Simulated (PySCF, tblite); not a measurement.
# C6H11N3: infrared bands and NMR shifts

Aim: predict the infrared bands and NMR shifts of C6H11N3 (`CCCn1cc(C)nn1`).

Computed with tblite 0.8.0 and PySCF 2.14.0, with density-fitted response routines of our own, on a single molecule in the gas phase. Atoms are numbered from 0 throughout.

### 1 The molecule as given

20 atoms, charge 0, multiplicity 1; geometry from: GFN2-xTB.

Bonds of the start (Å): C0–C1 1.52, C1–C2 1.53, C2–N3 1.44, N3–C4 1.35, C4–C5 1.38, C5–C6 1.49, C5–N7 1.35, N7–N8 1.28, N8–N3 1.33, C0–H9 1.09, C0–H10 1.09, C0–H11 1.09, C1–H12 1.09, C1–H13 1.09, C2–H14 1.09, C2–H15 1.09, C4–H16 1.07, C6–H17 1.09, C6–H18 1.09, C6–H19 1.09.

### 2 Harmonic vibrations with GFN2-xTB

Job settings and geometry (Å):

```
{"job": {"kind": "ir", "xc": "GFN2-xTB", "basis": "xTB"}, "charge": 0, "multiplicity": 1}
C     -2.221415    -0.770273    -0.798377
C     -2.265897     0.629895    -0.199510
C     -1.238198     0.812144     0.922675
N      0.104146     0.695385     0.425945
C      0.910540    -0.390841     0.415811
C      2.050722     0.028254    -0.240353
C      3.297631    -0.713025    -0.558637
N      1.862290     1.321183    -0.581829
N      0.707935     1.705812    -0.185016
H     -2.971700    -0.871120    -1.577950
H     -2.415869    -1.522119    -0.035616
H     -1.247478    -0.968813    -1.240557
H     -2.065336     1.370342    -0.975621
H     -3.257454     0.826012     0.211268
H     -1.387473     0.059448     1.701307
H     -1.342589     1.809617     1.356616
H      0.633177    -1.325087     0.856869
H      3.070248    -1.738267    -0.843975
H      3.958616    -0.735412     0.307708
H      3.812957    -0.212458    -1.373491
```

**Question.** This job is followed by: GIAO PBE0/pcSseg-1 NMR shielding, non-relativistic, gas phase. What will the session give for the following? strongest single infrared mode (GFN2-xTB); zero-point energy (GFN2-xTB); ¹³C shifts against TMS (PBE0/pcSseg-1); ¹H shifts against TMS (PBE0/pcSseg-1, means over atoms taken as alike); ¹⁵N shifts against NH3 (PBE0/pcSseg-1).

The runs gave:

| quantity | value |
| --- | --- |
| strongest single infrared mode (GFN2-xTB) | 1289 cm⁻¹, 69 km/mol |
| zero-point energy (GFN2-xTB) | 105.7 kcal/mol |
| ¹³C shifts against TMS (PBE0/pcSseg-1) | 146.6, 129.3, 53.1, 29.1, 13.7, 13.3 ppm |
| ¹H shifts against TMS (PBE0/pcSseg-1, means over atoms taken as alike) | 7.18, 4.31, 2.57, 1.80, 0.86 ppm |
| ¹⁵N shifts against NH3 (PBE0/pcSseg-1) | 400.6, 391.8, 269.7 ppm |

What this shows: No mode is imaginary among the 54: a minimum at this level. The strongest single mode, at 1289 cm⁻¹, has its largest shares on N8, N7 and N3 (the list is cut at 3 atoms). Unscaled tight-binding wavenumbers are off by several per cent, some by more. Its intensities can rank the bands wrongly. At PBE0/pcSseg-1: Shielding is most anisotropic at N7 (span 520 ppm, paramagnetic term -455 ppm). NICS(1)zz of -32 ppm above the planar ring from N3 marks a diatropic (aromatic) ring current.
